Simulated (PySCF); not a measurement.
# Au3 (Au3-): the cost of one run

Computed with PySCF 2.14.0. Level: PBE, Au def2-SVP with ECP60; scalar-relativistic core potentials, no spin–orbit coupling.

3 further runs of the same task are left out: 2 for a known fault of the program, 1 that didn't finish. Runs told in other sessions of the task aren't counted.

**1. Where the work starts**

3 atoms, charge -1, spin multiplicity 1.

Bond lengths: Au1–Au2 2.611 Å, Au2–Au3 2.611 Å. Angles: Au1–Au2–Au3 180.0°.

As a file:

| atom | x (Å) | y (Å) | z (Å) |
| --- | --- | --- | --- |
| Au1 | 0.00000 | 0.00000 | 2.61091 |
| Au2 | 0.00000 | 0.00000 | 0.00000 |
| Au3 | 0.00000 | 0.00000 | -2.61091 |

An earlier session relaxed this geometry at PBE, Au def2-SVP with ECP60 (singlet, point group D∞h).

Its energy there is -407.472533 Eh.

**2. Atoms moved at random, σ = 0.15 Å**

The input, run.py (the lines that set the calculation):

```python
mol = gto.M(atom='''
Au    -0.40114     0.07297     2.46553
Au     0.12145    -0.15234     0.17804
Au     0.27969     0.07937    -2.64357''',
    basis={'Au': 'def2-SVP'},
    ecp={'Au': 'def2-SVP'},
    charge=-1, spin=0)
mf = dft.RKS(mol, xc='PBE')
mf.grids.atom_grid = (50, 194)
mf = mf.density_fit()  # fitting sets: Au def2-universal-JKFIT
mf.conv_tol = 1e-08; mf.max_cycle = 55
mf.kernel(dm0)  # dm0: the density of the relaxed state
```

Started as:

```bash
> OMP_NUM_THREADS=2 python run.py
```

**Question.** How long does this run take on 2 threads of Arm Neoverse V1, shared host?

About 3.9 s.
